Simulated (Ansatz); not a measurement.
# CH₅FOSiTe: one species, many methods

Aim: compute CH₅FOSiTe with functionals from several rungs and with coupled cluster, and see how far each lands from CCSD(T) at the basis-set limit for the atomisation energy.

Computed with Ansatz 0.2.0, Gaussian basis. Level: functionals in def2-TZVPP, the program's frozen cores in correlated methods.

The runs, in order: PBE-D4, r2SCAN-D4, PBE0-D4, B3LYP-D4, ωB97X-V, ωB97M-V, B2PLYP; CCSD(T)/def2-TZVPP; MP2/def2-QZVPP; extrapolation to the limit.

## 1. Structure used throughout

The geometry comes from an earlier relaxation with PBE0-D4 in a triple-zeta def2 set; it is a stationary point, not always the lowest conformer. Te takes the def2 core potential; no spin-orbit term is included.

10 atoms, charge 0, spin multiplicity 1.

Atoms are counted from 1 here; the program's logs count them from 0.

Bond lengths: O1–Si2 1.642 Å, O1–H6 0.961 Å, Si2–C3 1.895 Å, Si2–H7 1.480 Å, Si2–H8 1.489 Å, C3–F4 1.382 Å, C3–Te5 2.160 Å, C3–H9 1.093 Å, Te5–H10 1.658 Å. Angles: Si2–O1–H6 115.9°, O1–Si2–C3 109.0°, O1–Si2–H7 106.6°, O1–Si2–H8 113.0°, C3–Si2–H7 110.7°, C3–Si2–H8 106.8°, H7–Si2–H8 110.8°, Si2–C3–F4 112.1°, Si2–C3–Te5 107.3°, Si2–C3–H9 112.0°, F4–C3–Te5 111.6°, F4–C3–H9 108.6°, Te5–C3–H9 105.1°, C3–Te5–H10 94.4°.

## 2. PBE-D4 (GGA)

in.yaml

```yaml
crystal:
  periodic: [false, false, false]
  atoms:
    - {symbol: O, position_ang: [1.378953, 1.448665, 0.326579]}
    - {symbol: Si, position_ang: [1.214834, -0.088161, -0.227170]}
    - {symbol: C, position_ang: [-0.498483, -0.738859, 0.254388]}
    - {symbol: F, position_ang: [-0.627246, -2.092608, 0.009510]}
    - {symbol: Te, position_ang: [-1.955533, 0.411513, -0.848956]}
    - {symbol: H, position_ang: [0.706243, 2.072029, 0.039651]}
    - {symbol: H, position_ang: [2.279315, -0.887365, 0.420067]}
    - {symbol: H, position_ang: [1.309882, -0.184978, -1.709607]}
    - {symbol: H, position_ang: [-0.726113, -0.551027, 1.307032]}
    - {symbol: H, position_ang: [-2.998853, 0.559591, 0.431607]}
basis:
  gaussian: {orbitals: def2-TZVPP}
hamiltonian: {xc: pbe, dispersion: d4}
output: {forces: true, orbitals: {seedname: orbitals}}
```

On the command line:

```bash
$ ansatz run in.yaml --threads 4 --pin off --events-out ev --progress --plain --max-ram 10444MiB
```

The program printed, shortened:

```text
Functional definition: PBE
  name "PBE"
  cite "Perdew, Burke & Ernzerhof, Phys. Rev. Lett. 77, 3865 (1996) doi:10.1103/PhysRevLett.77.3865"
  parent pbe
[...]
1456 factors; their error is unknown
[...]
mean field -21046.38363440 eV, -773.4403328128 hartree, gradient 5.4e-5 eV, S^2 0.000000; 0 other end points of the search recorded, 0 dependent functions left out
[...]
reference -21046.38367782 eV, -773.4403344087 hartree; 33, 33 occupied and 222, 222 virtual orbitals, 1456 factors
Total energy: -21046.64695481 eV, -773.4500096594 hartree
Atom 0 at     1.378953     1.448665     0.326579 Å, force     0.427945     0.207189     0.337272 eV/Å
Atom 1 at     1.214834    -0.088161    -0.227170 Å, force    -0.054762    -0.248981    -0.155476 eV/Å
Atom 2 at    -0.498483    -0.738859     0.254388 Å, force     0.157861     0.278028     0.095627 eV/Å
Atom 3 at    -0.627246    -2.092608     0.009510 Å, force    -0.058717    -0.689394    -0.107764 eV/Å
Atom 4 at    -1.955533     0.411513    -0.848956 Å, force    -0.054123     0.194654    -0.377366 eV/Å
Atom 5 at     0.706243     2.072029     0.039651 Å, force    -0.330249     0.289866    -0.137712 eV/Å
Atom 6 at     2.279315    -0.887365     0.420067 Å, force     0.126171    -0.081419     0.079680 eV/Å
Atom 7 at     1.309882    -0.184978    -1.709607 Å, force     0.015627    -0.039116    -0.175803 eV/Å
Atom 8 at    -0.726113    -0.551027     1.307032 Å, force    -0.062454     0.067544     0.234546 eV/Å
Atom 9 at    -2.998853     0.559591     0.431607 Å, force    -0.167298     0.021629     0.206997 eV/Å
Dipole moment:    -0.188072     0.248891     0.042768 e Å
```

It took 1.7 s on 4 threads of AMD EPYC 9R45, shared host; peak memory 0.37 GiB.

Atomisation energy: 3363.7 kJ/mol (free atoms -21011.784 eV, run apart). HOMO -5.81 eV, LUMO -1.93 eV.

## 3. r2SCAN-D4 (meta-GGA)

in.yaml: that of step 2 with these lines changed.

```diff
@@ -15,3 +15,3 @@
   gaussian: {orbitals: def2-TZVPP}
-hamiltonian: {xc: pbe, dispersion: d4}
+hamiltonian: {xc: r2scan, dispersion: d4}
 output: {forces: true, orbitals: {seedname: orbitals}}
```

Same command.

The program printed, shortened:

```text
Functional definition: r2SCAN
  name "r2SCAN"
  cite "Furness, Kaplan, Ning, Perdew & Sun, J. Phys. Chem. Lett. 11, 8208 (2020) doi:10.1021/acs.jpclett.0c02405"
  cite "Furness, Kaplan, Ning, Perdew & Sun, J. Phys. Chem. Lett. 11, 9248 (2020) doi:10.1021/acs.jpclett.0c03077"
  parent r2scan
[...]
1456 factors; their error is unknown
[...]
mean field -21056.30231244 eV, -773.8048375080 hartree, gradient 2.4e-5 eV, S^2 0.000000; 0 other end points of the search recorded, 0 dependent functions left out
[...]
reference -21056.30232533 eV, -773.8048379817 hartree; 33, 33 occupied and 222, 222 virtual orbitals, 1456 factors
Total energy: -21056.36379602 eV, -773.8070969876 hartree
Atom 0 at     1.378953     1.448665     0.326579 Å, force     0.034177     0.030946     0.035797 eV/Å
Atom 1 at     1.214834    -0.088161    -0.227170 Å, force     0.018292    -0.036594    -0.049637 eV/Å
Atom 2 at    -0.498483    -0.738859     0.254388 Å, force     0.190214     0.267870     0.154952 eV/Å
Atom 3 at    -0.627246    -2.092608     0.009510 Å, force    -0.028772    -0.383515    -0.057365 eV/Å
Atom 4 at    -1.955533     0.411513    -0.848956 Å, force    -0.131398     0.115097    -0.121216 eV/Å
Atom 5 at     0.706243     2.072029     0.039651 Å, force    -0.011780     0.020425    -0.005519 eV/Å
Atom 6 at     2.279315    -0.887365     0.420067 Å, force    -0.020513     0.011755    -0.009992 eV/Å
Atom 7 at     1.309882    -0.184978    -1.709607 Å, force     0.002273    -0.017666     0.018628 eV/Å
Atom 8 at    -0.726113    -0.551027     1.307032 Å, force    -0.028964    -0.005956     0.011498 eV/Å
Atom 9 at    -2.998853     0.559591     0.431607 Å, force    -0.023527    -0.002363     0.022853 eV/Å
Dipole moment:    -0.178097     0.260042     0.053941 e Å
```

It took 2.7 s on 4 threads of AMD EPYC 9R45, shared host; peak memory 0.38 GiB.

With the free atoms at this level, -21022.113 eV in sum, the atomisation energy is 3304.7 kJ/mol. HOMO -6.05 eV, LUMO -1.73 eV.

## 4. PBE0-D4 (hybrid)

in.yaml: that of step 3 with these lines changed.

```diff
@@ -15,3 +15,3 @@
   gaussian: {orbitals: def2-TZVPP}
-hamiltonian: {xc: r2scan, dispersion: d4}
-output: {forces: true, orbitals: {seedname: orbitals}}
+hamiltonian: {xc: pbe0, dispersion: d4}
+output: {orbitals: {seedname: orbitals}}
```

Launched as before.

The program printed:

```text
Functional definition: PBE0
  name "PBE0"
  cite "Adamo & Barone, J. Chem. Phys. 110, 6158 (1999) doi:10.1063/1.478522"
  cite "Perdew, Burke & Ernzerhof, Phys. Rev. Lett. 77, 3865 (1996) doi:10.1103/PhysRevLett.77.3865"
  parent pbe
  parameter a = 0.25
  parameter kappa = 0.804
  parameter beta = 0.06672455060314922
  exchange = (1 - a)*pbe_x(kappa = kappa, mu = beta*pi^2/3) + a*exact_x
  correlation = pbe_c(beta = beta)
1511 factors; their error is unknown
mean field evaluation 1: about -21041.0373 eV, gradient 6.0e1 eV
mean field evaluation 2: about -21030.5169 eV, gradient 9.4e1 eV
mean field evaluation 4: about -21047.5362 eV, gradient 4.3e0 eV
mean field evaluation 8: about -21047.5738 eV, gradient 2.7e-1 eV
mean field evaluation 16: about -21047.7464 eV, gradient 2.4e-4 eV
mean field -21047.74640573 eV, -773.4904137357 hartree, gradient 4.1e-5 eV, S^2 0.000000; 0 other end points of the search recorded, 0 dependent functions left out
reference -21047.74643843 eV, -773.4904149372 hartree; 33, 33 occupied and 222, 222 virtual orbitals, 1511 factors
Total energy: -21047.97053986 eV, -773.4986505131 hartree
```

It took 2 s on 4 threads of AMD EPYC 9R45, shared host; peak memory 0.74 GiB.

With the free atoms at this level, -21013.978 eV in sum, the atomisation energy is 3279.8 kJ/mol. HOMO -6.85 eV, LUMO -1.12 eV.

## 5. B3LYP-D4 (hybrid)

B3LYP here takes the VWN-RPA correlation.

in.yaml: that of step 4 with these lines changed.

```diff
@@ -15,3 +15,3 @@
   gaussian: {orbitals: def2-TZVPP}
-hamiltonian: {xc: pbe0, dispersion: d4}
-output: {orbitals: {seedname: orbitals}}
+hamiltonian: {xc: {name: B3LYP}, dispersion: d4}
+output: {forces: true, orbitals: {seedname: orbitals}}
```

Same command.

The program printed, shortened:

```text
Functional definition: B3LYP
  name "B3LYP"
  cite "Stephens, Devlin, Chabalowski & Frisch, J. Phys. Chem. 98, 11623 (1994) doi:10.1021/j100096a001"
  cite "Becke, Phys. Rev. A 38, 3098 (1988) doi:10.1103/PhysRevA.38.3098"
  cite "Lee, Yang & Parr, Phys. Rev. B 37, 785 (1988) doi:10.1103/PhysRevB.37.785"
  cite "Vosko, Wilk & Nusair, Can. J. Phys. 58, 1200 (1980) doi:10.1139/p80-159"
[...]
1496 factors; their error is unknown
[...]
mean field -21060.00264503 eV, -773.9408222222 hartree, gradient 1.4e-5 eV, S^2 0.000000; 0 other end points of the search recorded, 0 dependent functions left out
[...]
reference -21060.00291584 eV, -773.9408321743 hartree; 33, 33 occupied and 222, 222 virtual orbitals, 1496 factors
Total energy: -21060.43289925 eV, -773.9566337732 hartree
Atom 0 at     1.378953     1.448665     0.326579 Å, force    -0.017748     0.108519     0.010948 eV/Å
Atom 1 at     1.214834    -0.088161    -0.227170 Å, force     0.190864    -0.239450    -0.078219 eV/Å
Atom 2 at    -0.498483    -0.738859     0.254388 Å, force     0.175704     0.325055     0.300418 eV/Å
Atom 3 at    -0.627246    -2.092608     0.009510 Å, force    -0.032901    -0.433735    -0.069190 eV/Å
Atom 4 at    -1.955533     0.411513    -0.848956 Å, force    -0.226288     0.150498    -0.220664 eV/Å
Atom 5 at     0.706243     2.072029     0.039651 Å, force     0.016479     0.066183     0.025217 eV/Å
Atom 6 at     2.279315    -0.887365     0.420067 Å, force    -0.064309     0.051736    -0.046601 eV/Å
Atom 7 at     1.309882    -0.184978    -1.709607 Å, force    -0.001536     0.003552     0.099752 eV/Å
Atom 8 at    -0.726113    -0.551027     1.307032 Å, force     0.019954    -0.039885    -0.083051 eV/Å
Atom 9 at    -2.998853     0.559591     0.431607 Å, force    -0.060219     0.007528     0.061391 eV/Å
Dipole moment:    -0.183847     0.273249     0.030234 e Å
```

It took 3.1 s on 4 threads of AMD EPYC 9R45, shared host; peak memory 0.8 GiB.

Atomisation energy: 3292.4 kJ/mol (free atoms -21026.310 eV, run apart). HOMO -6.63 eV, LUMO -1.35 eV.

## 6. ωB97X-V (range-separated)

in.yaml: that of step 5 with these lines changed.

```diff
@@ -15,3 +15,3 @@
   gaussian: {orbitals: def2-TZVPP}
-hamiltonian: {xc: {name: B3LYP}, dispersion: d4}
-output: {forces: true, orbitals: {seedname: orbitals}}
+hamiltonian: {xc: {name: wB97X-V}}
+output: {orbitals: {seedname: orbitals}}
```

The command is unchanged.

The program printed, shortened:

```text
Functional definition: wB97X-V
  name "wB97X-V"
  cite "Mardirossian & Head-Gordon, Phys. Chem. Chem. Phys. 16, 9904 (2014) doi:10.1039/C3CP54374A"
  cite "Becke, J. Chem. Phys. 107, 8554 (1997) doi:10.1063/1.475007"
  cite "Vydrov & Van Voorhis, J. Chem. Phys. 133, 244103 (2010) doi:10.1063/1.3521275"
[...]
      + integral(e_c_pw_opposite_spin*poly(b97_u_opposite, cos0, cos1)) + vv10(b, c)
1484 factors; their error is unknown
330 factors; integrals over basis functions are off by at most 1.6e-5 eV
[...]
mean field -21053.33391821 eV, -773.6957510321 hartree, gradient 1.7e-5 eV, S^2 0.000000; 0 other end points of the search recorded, 0 dependent functions left out
reference -21053.33391606 eV, -773.6957509529 hartree; 33, 33 occupied and 222, 222 virtual orbitals, 1484 factors
Total energy: -21053.33391606 eV, -773.6957509529 hartree
```

Wall time 4.7 s (4 threads of AMD EPYC 9R45, shared host); peak memory 0.89 GiB.

Atomisation energy: 3315.0 kJ/mol (free atoms -21018.977 eV, run apart). HOMO -9.06 eV, LUMO 0.89 eV.

## 7. ωB97M-V (range-separated)

in.yaml: that of step 6 with these lines changed.

```diff
@@ -15,3 +15,3 @@
   gaussian: {orbitals: def2-TZVPP}
-hamiltonian: {xc: {name: wB97X-V}}
-output: {orbitals: {seedname: orbitals}}
+hamiltonian: {xc: {name: wB97M-V}}
+output: {forces: true, orbitals: {seedname: orbitals}}
```

Same command.

The program printed, shortened:

```text
Functional definition: wB97M-V
  name "wB97M-V"
  cite "Mardirossian & Head-Gordon, J. Chem. Phys. 144, 214110 (2016) doi:10.1063/1.4952647"
  cite "Becke, J. Chem. Phys. 107, 8554 (1997) doi:10.1063/1.475007"
  cite "Vydrov & Van Voorhis, J. Chem. Phys. 133, 244103 (2010) doi:10.1063/1.3521275"
  # Of w^i u^j: cxij and so on, Table III.
[...]
  gx(w, u) = 1 - cx + cx01*u + cx10*w
  gss(w, u) = css00 + css04*u^4 + css10*w + css20*w^2 + css43*w^4*u^3
  gos(w, u) = cos00 + cos10*w + (cos20 + cos21*u)*w^2 + (cos60 + cos61*u)*w^6
[...]
      + integral(e_c_pw_mod_opposite_spin*gos(b97_w_opposite, b97_u_opposite)) + vv10(b, c)
1484 factors; their error is unknown
330 factors; integrals over basis functions are off by at most 1.6e-5 eV
[...]
Atom 0 at     1.378953     1.448665     0.326579 Å, force    -0.072748     0.113377    -0.006535 eV/Å
Atom 1 at     1.214834    -0.088161    -0.227170 Å, force     0.126430    -0.278579    -0.072094 eV/Å
Atom 2 at    -0.498483    -0.738859     0.254388 Å, force    -0.035296     0.430352     0.096752 eV/Å
Atom 3 at    -0.627246    -2.092608     0.009510 Å, force    -0.023665    -0.267568    -0.075868 eV/Å
Atom 4 at    -1.955533     0.411513    -0.848956 Å, force    -0.027572    -0.065067     0.151174 eV/Å
Atom 5 at     0.706243     2.072029     0.039651 Å, force     0.051654     0.002801     0.027508 eV/Å
Atom 6 at     2.279315    -0.887365     0.420067 Å, force    -0.127033     0.092112    -0.081217 eV/Å
Atom 7 at     1.309882    -0.184978    -1.709607 Å, force    -0.023693     0.014993     0.160364 eV/Å
Atom 8 at    -0.726113    -0.551027     1.307032 Å, force     0.044244    -0.026714    -0.090173 eV/Å
Atom 9 at    -2.998853     0.559591     0.431607 Å, force     0.087679    -0.015706    -0.109911 eV/Å
Dipole moment:    -0.185734     0.283413     0.038695 e Å
```

It took 7 s on 4 threads of AMD EPYC 9R45, shared host; peak memory 1 GiB.

Atomisation energy: 3300.5 kJ/mol (free atoms -21019.467 eV, run apart). HOMO -8.96 eV, LUMO 0.71 eV.

## 8. B2PLYP (double hybrid)

in.yaml: that of step 7 with these lines changed.

```diff
@@ -15,3 +15,2 @@
   gaussian: {orbitals: def2-TZVPP}
-hamiltonian: {xc: {name: wB97M-V}}
-output: {forces: true, orbitals: {seedname: orbitals}}
+hamiltonian: {xc: {name: B2PLYP}}
```

Launched as before.

The program printed, shortened:

```text
Functional definition: B2PLYP
  name "B2PLYP"
  cite "Grimme, J. Chem. Phys. 124, 034108 (2006) doi:10.1063/1.2148954"
  cite "Becke, Phys. Rev. A 38, 3098 (1988) doi:10.1103/PhysRevA.38.3098"
  cite "Lee, Yang & Parr, Phys. Rev. B 37, 785 (1988) doi:10.1103/PhysRevB.37.785"
[...]
1707 factors; integrals over basis functions are off by at most 9.2e-4 eV
[...]
mean field -21034.13987681 eV, -772.9903830207 hartree, gradient 4.1e-6 eV, S^2 0.000000; 0 other end points of the search recorded, 0 dependent functions left out
12 core orbitals not correlated: weight in the atoms' cores, before any rotation towards them, 1.000 or more for the frozen orbitals, at most 0.000 for the correlated occupied ones
reference -21034.14004826 eV, -772.9903893214 hartree; 21, 21 occupied and 222, 222 virtual orbitals, 1707 factors
second order -40.48275545 eV of doubles, -0.00000000 eV of singles
Total energy: -21045.07039223 eV, -773.3920720535 hartree
```

Wall time 4.1 s (4 threads of AMD EPYC 9R45, shared host); peak memory 0.77 GiB.

With the free atoms at this level, -21011.364 eV in sum, the atomisation energy is 3252.2 kJ/mol.

## 9. Frontier levels by functional

Dipoles come from the runs that computed forces. Levels, from each run's orbital file:

```tsv
functional	HOMO (eV)	LUMO (eV)	gap (eV)	dipole (D)
PBE-D4	-5.81	-1.93	3.88	1.51
r2SCAN-D4	-6.05	-1.73	4.32	1.54
PBE0-D4	-6.85	-1.12	5.73	
B3LYP-D4	-6.63	-1.35	5.29	1.59
ωB97X-V	-9.06	0.89	9.96	
ωB97M-V	-8.96	0.71	9.66	1.64
```

## 10. CCSD(T) in def2-TZVPP

in.yaml: that of step 8 with these lines changed.

```diff
@@ -15,2 +15,2 @@
   gaussian: {orbitals: def2-TZVPP}
-hamiltonian: {xc: {name: B2PLYP}}
+correlation: {method: ccsd_t}
```

The command is unchanged.

The program printed, shortened:

```text
Functional definition: HF
  name "HF"
  cite "Fock, Z. Phys. 61, 126 (1930) doi:10.1007/BF01340294"
  parent pbe
[...]
1707 factors; integrals over basis functions are off by at most 9.2e-4 eV
[...]
mean field -20983.85555045 eV, -771.1424681109 hartree, gradient 1.5e-6 eV, S^2 0.000000; 0 other end points of the search recorded, 0 dependent functions left out
12 core orbitals not correlated: weight in the atoms' cores, before any rotation towards them, 1.000 or more for the frozen orbitals, at most 0.000 for the correlated occupied ones
reference -20983.85555045 eV, -771.1424681109 hartree; 21, 21 occupied and 222, 222 virtual orbitals, 1707 factors
second order -34.06103109 eV of doubles, -0.00000000 eV of singles
cycle   1  -33.26040948 eV  change    8.0e-1 eV  update   1.3e-1
[...]
cycle  10  -34.19571374 eV  change   -4.7e-5 eV  update   2.0e-5
perturbative correction -1.09624895 eV, -0.0402864057 hartree
Total energy: -21019.14751314 eV, -772.4394238180 hartree
```

It took 2.5 min on 4 threads of AMD EPYC 9R45, shared host; peak memory 6.5 GiB.

## 11. MP2 in def2-QZVPP

in.yaml: that of step 10 with these lines changed.

```diff
@@ -14,3 +14,3 @@
 basis:
-  gaussian: {orbitals: def2-TZVPP}
-correlation: {method: ccsd_t}
+  gaussian: {orbitals: "def2-QZVPP.json"}
+correlation: {method: mp2}
```

Launched as before.

The program printed:

```text
Functional definition: HF
  name "HF"
  cite "Fock, Z. Phys. 61, 126 (1930) doi:10.1007/BF01340294"
  parent pbe
  exchange = exact_x
  correlation = 0
2870 factors; integrals over basis functions are off by at most 1.0e-3 eV
mean field evaluation 1: about -20980.2431 eV, gradient 4.2e1 eV
mean field evaluation 2: about -20980.4022 eV, gradient 4.2e1 eV
mean field evaluation 4: about -20984.3537 eV, gradient 3.9e0 eV
mean field evaluation 8: about -20984.4309 eV, gradient 4.1e-1 eV
mean field evaluation 16: about -20984.4318 eV, gradient 1.4e-6 eV
mean field -20984.43177732 eV, -771.1636440578 hartree, gradient 1.4e-6 eV, S^2 0.000000; 0 other end points of the search recorded, 0 dependent functions left out
12 core orbitals not correlated: weight in the atoms' cores, before any rotation towards them, 1.000 or more for the frozen orbitals, at most 0.000 for the correlated occupied ones
reference -20984.43177732 eV, -771.1636440578 hartree; 21, 21 occupied and 440, 440 virtual orbitals, 2870 factors
second order -40.18525554 eV of doubles, -0.00000000 eV of singles
Total energy: -21024.61703287 eV, -772.6404249605 hartree
```

It took 15 s on 4 threads of AMD EPYC 9R45, shared host; peak memory 3 GiB.

Energy pieces by basis (eV):

```tsv
basis	HF	MP2 correlation	CCSD correlation	(T)	total
def2-TZVPP	-20983.8556	-34.0610	-34.1957	-1.0962	-21019.1475
def2-QZVPP	-20984.4318	-40.1853			-21024.6170 (MP2)
```

The report of the def2-TZVPP run gives T1 = 0.0121.

## 12. The basis-set limit

No new run: Hartree-Fock is extrapolated as exp(−7.88√X) and correlation as X^−2.97, with X = 3 and 4; only MP2 was run in the larger set, so CCSD(T) minus MP2 is added from the smaller one.

```tsv
level	energy at the limit (eV)
HF	-20984.5111
MP2	-21029.2329
CCSD	-21029.3675
CCSD(T)	-21030.4638
```

This is no true limit for total energies: MP2 correlation changes by a factor of 1.18 from triple to quadruple zeta (about 1.07 in light molecules), because outer-core shells are correlated in sets not made for them. Much of that cancels between molecule and atoms or ions.

## 13. All levels against the reference

Atomisation energy = energies of 1 O, 1 Si, 1 C, 1 F, 1 Te, 5 H (separate runs, same level) minus the molecule's; electronic only, no spin-orbit term.

Differences are taken before rounding.

```tsv
method	rung	atomisation energy (kJ/mol)	from CCSD(T)/CBS (kJ/mol)	time
PBE-D4	GGA	3363.7	+35.8	1.7 s
r2SCAN-D4	meta-GGA	3304.7	-23.2	2.7 s
PBE0-D4	hybrid	3279.8	-48.2	2 s
B3LYP-D4	hybrid	3292.4	-35.6	3.1 s
ωB97X-V	range-separated	3315.0	-13.0	4.7 s
ωB97M-V	range-separated	3300.5	-27.5	7 s
B2PLYP	double hybrid	3252.2	-75.8	4.1 s
HF/def2-TZVPP	wavefunction	2276.6	-1051.3	
MP2/def2-TZVPP	wavefunction	3274.2	-53.8	
CCSD/def2-TZVPP	wavefunction	3152.4	-175.6	
CCSD(T)/def2-TZVPP	wavefunction	3212.9	-115.0	2.5 min
MP2/CBS	wavefunction	3389.2	+61.2	
CCSD(T)/CBS	wavefunction	3328.0	0	2.7 min
```

Among the levels timed on like hardware and quicker than the yardstick, those that no quicker one beats, quickest first: PBE-D4 (1.7 s, +35.8 kJ/mol); r2SCAN-D4 (2.7 s, -23.2 kJ/mol); ωB97X-V (4.7 s, -13.0 kJ/mol).

B2PLYP carry no dispersion term (for B3LYP, D4 adds 41.5 kJ/mol).

Times are those of the molecule's run; HF, MP2 and CCSD come out of the CCSD(T) runs, and the limit's time is the sum of the runs that it needs.

## 14. Summary of results

```
                               quantity                                value
        atomisation energy, CCSD(T)/CBS                        3328.0 kJ/mol
 functionals within 33.3 kJ/mol (1.0 %)          r2SCAN-D4, ωB97X-V, ωB97M-V
                               farthest                B2PLYP (-75.8 kJ/mol)
             mean size of error, hybrid                          41.9 kJ/mol
    mean size of error, range-separated                          20.2 kJ/mol
              gap, smallest and largest  3.88 eV (PBE-D4), 9.96 eV (ωB97X-V)
                          T1 diagnostic                               0.0121
triples share of the correlation energy                                3.1 %
```

**Reading.** PBE-D4 is off by +35.8 kJ/mol. Double hybrids carry the basis error of their MP2 part in triple zeta, and no dispersion term here, so their miss is partly the set-up's. The reference freezes the cores and leaves out spin-orbit coupling and excitations past (T), and its outer-core shells are covered unevenly, so misses under about 33.3 kJ/mol can't be ranked. All levels share the lack of spin-orbit coupling, which lowers the free heavy atoms and so the true binding. Hartree-Fock recovers 68 % of the binding; the rest is correlation. The gap grows from 3.9 to 10.0 eV across the functionals, mostly with the share of exact exchange. Correlated methods include outer-core shells of Te, which these sets cover unevenly.

ωB97X-V reaches 13.0 kJ/mol from the reference in 4.7 s, where CCSD(T)/CBS took 2.7 min; the quickest level in the cost chart, PBE-D4, takes 1.7 s and misses by 35.8 kJ/mol.
